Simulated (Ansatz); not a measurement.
**C6H16O4Zr: one species, many methods**

An exercise on one series of results from a longer session: the logs are not shown, and one member is left open.

Method: functionals in def2-TZVPP, the program's frozen cores in correlated methods; program: Ansatz 0.2.0, Gaussian basis.

Plan: LDA (SPW92), PBE-D4, revPBE-D4, BLYP-D4, r2SCAN-D4, B97M-V, PBE0-D4, B3LYP-D4, r2SCANh-D4, r2SCAN0-D4, HSE06-D4, BHLYP-D4, CAM-B3LYP-D4, LC-ωPBE, ωB97X-V, ωB97M-V, B2PLYP, PBE-QIDH; CCSD(T)/def2-SVP; CCSD(T)/def2-TZVPP; MP2/def2-QZVPP; extrapolation to the limit; RPA on PBE.

## Structure used throughout

The geometry comes from an earlier relaxation with PBE0-D4 in a triple-zeta def2 set; it is a stationary point, not always the lowest conformer. Zr takes the def2 core potential; no spin-orbit term is included.

SMILES `CC[O][Zr]([OH])([O]CC)[O]CC`, 27 atoms, charge 0, spin multiplicity 1.

Atoms are counted from 1 here; the program's logs count them from 0.

Bond lengths: C1–C2 1.514 Å, C1–H12 1.093 Å, C1–H13 1.093 Å, C1–H14 1.092 Å, C2–O3 1.390 Å, C2–H15 1.098 Å, C2–H16 1.098 Å, O3–Zr4 1.924 Å, Zr4–O5 1.937 Å, Zr4–O6 1.926 Å, Zr4–O9 1.927 Å, O5–H17 0.951 Å, O6–C7 1.390 Å, C7–C8 1.514 Å, C7–H18 1.098 Å, C7–H19 1.098 Å, C8–H20 1.092 Å, C8–H21 1.093 Å and more. Angles: C2–C1–H12 110.5°, C2–C1–H13 110.6°, C2–C1–H14 110.6°, H12–C1–H13 108.4°, H12–C1–H14 108.2°, H13–C1–H14 108.4°, C1–C2–O3 111.6°, C1–C2–H15 109.9°, C1–C2–H16 109.9°, O3–C2–H15 109.2°, O3–C2–H16 109.1°, H15–C2–H16 107.0°, C2–O3–Zr4 174.6°, O3–Zr4–O5 109.8°, O3–Zr4–O6 108.7°, O3–Zr4–O9 108.4°, O5–Zr4–O6 110.3°, O5–Zr4–O9 110.6° and more.

Set-up of the first run:

Input file in.yaml:

```yaml
crystal:
  periodic: [false, false, false]
  atoms:
    - {symbol: C, position_ang: [-2.647103, 1.072739, 1.344147]}
    - {symbol: C, position_ang: [-2.188994, -0.361363, 1.501242]}
    - {symbol: O, position_ang: [-0.838002, -0.502136, 1.207590]}
    - {symbol: Zr, position_ang: [1.033162, -0.519514, 0.759417]}
    - {symbol: O, position_ang: [2.075925, -1.020550, 2.313346]}
    - {symbol: O, position_ang: [1.539529, 1.236377, 0.151465]}
    - {symbol: C, position_ang: [1.768122, 2.528987, -0.304486]}
    - {symbol: C, position_ang: [0.481735, 3.320848, -0.403384]}
    - {symbol: O, position_ang: [1.304070, -1.777861, -0.674758]}
    - {symbol: C, position_ang: [1.239476, -2.695151, -1.716840]}
    - {symbol: C, position_ang: [-0.184466, -3.133106, -1.988018]}
    - {symbol: H, position_ang: [-2.089619, 1.729110, 2.016417]}
    - {symbol: H, position_ang: [-3.711275, 1.164139, 1.577243]}
    - {symbol: H, position_ang: [-2.487168, 1.417577, 0.320008]}
    - {symbol: H, position_ang: [-2.372487, -0.702090, 2.528801]}
    - {symbol: H, position_ang: [-2.771758, -1.014729, 0.838208]}
    - {symbol: H, position_ang: [2.669931, -1.311758, 2.996036]}
    - {symbol: H, position_ang: [2.256187, 2.484878, -1.287204]}
    - {symbol: H, position_ang: [2.465760, 3.033754, 0.376889]}
    - {symbol: H, position_ang: [-0.004237, 3.387510, 0.572641]}
    - {symbol: H, position_ang: [0.680684, 4.334895, -0.760205]}
    - {symbol: H, position_ang: [-0.211808, 2.841264, -1.098130]}
    - {symbol: H, position_ang: [1.671275, -2.245623, -2.621028]}
    - {symbol: H, position_ang: [1.857719, -3.567679, -1.467175]}
    - {symbol: H, position_ang: [-0.804428, -2.275692, -2.260959]}
    - {symbol: H, position_ang: [-0.618057, -3.599166, -1.099949]}
    - {symbol: H, position_ang: [-0.215871, -3.855958, -2.807614]}
basis:
  gaussian: {orbitals: def2-TZVPP}
hamiltonian: {xc: lda}
output: {orbitals: {seedname: orbitals}}
```

Launch:

```
$ ansatz run in.yaml --threads 11 --pin off --events-out ev --progress --plain --max-ram 166912MiB --backend cuda --devices 0, --max-vram 75GiB
```

Among the steps run: LDA; PBE-D4 (GGA); revPBE-D4 (GGA); BLYP-D4 (GGA); r2SCAN-D4 (meta-GGA); B97M-V (meta-GGA); PBE0-D4 (hybrid); B3LYP-D4 (hybrid); r2SCANh-D4 (hybrid); r2SCAN0-D4 (hybrid); HSE06-D4 (hybrid); BHLYP-D4 (hybrid); CAM-B3LYP-D4 (range-separated); LC-ωPBE (range-separated); ωB97X-V (range-separated); ωB97M-V (range-separated); B2PLYP (double hybrid); PBE-QIDH (double hybrid).

One of the session's tables, all rows but one given; the rest of the session is left out.

It belongs to the step «Orbital energies across the functionals». 

```
  functional  HOMO (eV)  gap (eV)
 LDA (SPW92)      -6.13      5.48
      PBE-D4      -5.98      5.47
   revPBE-D4      -5.91      5.46
     BLYP-D4      -5.88      5.41
   r2SCAN-D4      -6.28      6.33
      B97M-V      -6.42      5.93
     PBE0-D4      -7.47      7.62
    B3LYP-D4      -7.24      7.14
  r2SCANh-D4          ?         ?
  r2SCAN0-D4      -7.69      8.20
    HSE06-D4      -7.07      6.89
    BHLYP-D4      -8.93      9.55
CAM-B3LYP-D4      -8.88      9.64
     LC-ωPBE     -10.18     11.92
     ωB97X-V      -9.88     11.47
     ωB97M-V      -9.82     10.83
```

**Question.** Estimate the row for r2SCANh-D4.

Worked estimate for «HOMO (eV)». Against the share of exact exchange, r2SCAN-D4 (0, -6.28), r2SCAN0-D4 (0.25, -7.69) give a slope of -5.64 per unit share; at 0.1 the line stands at -6.84.

**Answer.** HOMO (eV): -6.84; gap (eV): 7.08. In «HOMO (eV)» the line misses by 0.00.
